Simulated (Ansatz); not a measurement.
# C2H9AlGe: the cost of one run

All numbers below are computed with Ansatz 0.2.0 (RKS BLYP/def2-SVP).

1 further run of the same task is left out (it didn't finish).

## 1. The system as given

Bond lengths: C1–Al2 1.936 Å, Al2–C3 1.962 Å, C3–Ge4 1.969 Å, C1–H5 1.145 Å, C1–H6 1.096 Å, C1–H7 1.152 Å, Al2–H8 1.565 Å, C3–H9 1.090 Å, C3–H10 1.157 Å, Ge4–H11 1.591 Å, Ge4–H12 1.494 Å, Ge4–H13 1.609 Å. Angles (14 of 21 angles, heavy atoms first): C1–Al2–C3 119.0°, Al2–C3–Ge4 112.8°, C1–Al2–H8 122.0°, C3–Al2–H8 119.0°, Al2–C1–H5 110.5°, Al2–C1–H6 114.5°, Al2–C1–H7 110.3°, Al2–C3–H9 111.9°, Al2–C3–H10 109.9°, Ge4–C3–H9 109.0°, Ge4–C3–H10 107.5°, C3–Ge4–H11 106.0°, C3–Ge4–H12 112.2°, C3–Ge4–H13 106.6°.

As a file:

```xyz
13

C    -1.9238    0.2850    0.9668
Al   -0.8190   -1.0836    0.1589
C     1.1191   -0.7979    0.0440
Ge    1.5934    0.8101   -0.9891
H    -3.0295   -0.0049    0.9043
H    -1.6700    0.5198    2.0066
H    -1.8295    1.2718    0.3807
H    -1.4250   -2.4070   -0.4157
H     1.6318   -1.6593   -0.3848
H     1.5625   -0.6726    1.1050
H     0.8418    2.0224   -0.2844
H     3.0704    1.0293   -1.0464
H     0.8980    0.6521   -2.4312
```

## 2. End point A

File input.yaml:

```yaml
crystal:
  periodic: [false, false, false]
  atoms:
    - { symbol: C, position_ang: [-1.9238, 0.285, 0.9668] }
    - { symbol: Al, position_ang: [-0.819, -1.0836, 0.1589] }
    - { symbol: C, position_ang: [1.1191, -0.7979, 0.044] }
    - { symbol: Ge, position_ang: [1.5934, 0.8101, -0.9891] }
    - { symbol: H, position_ang: [-3.0295, -0.0049, 0.9043] }
    - { symbol: H, position_ang: [-1.67, 0.5198, 2.0066] }
    - { symbol: H, position_ang: [-1.8295, 1.2718, 0.3807] }
    - { symbol: H, position_ang: [-1.425, -2.407, -0.4157] }
    - { symbol: H, position_ang: [1.6318, -1.6593, -0.3848] }
    - { symbol: H, position_ang: [1.5625, -0.6726, 1.105] }
    - { symbol: H, position_ang: [0.8418, 2.0224, -0.2844] }
    - { symbol: H, position_ang: [3.0704, 1.0293, -1.0464] }
    - { symbol: H, position_ang: [0.898, 0.6521, -2.4312] }
basis:
  gaussian: { orbitals: def2-SVP }
hamiltonian:
  xc: blyp
relax:
  f_tol: 0.02
  max_steps: 50
```

On the command line:

```console
$ ansatz run input.yaml --threads 2 --pin off --max-ram 3072MiB --backend cpu --events-out ev --progress --plain --runs-dir out
```

What time and memory should one allow on 2 threads of Arm Neoverse V2, shared host?

About 60 s, with a peak of 0.17 GiB.
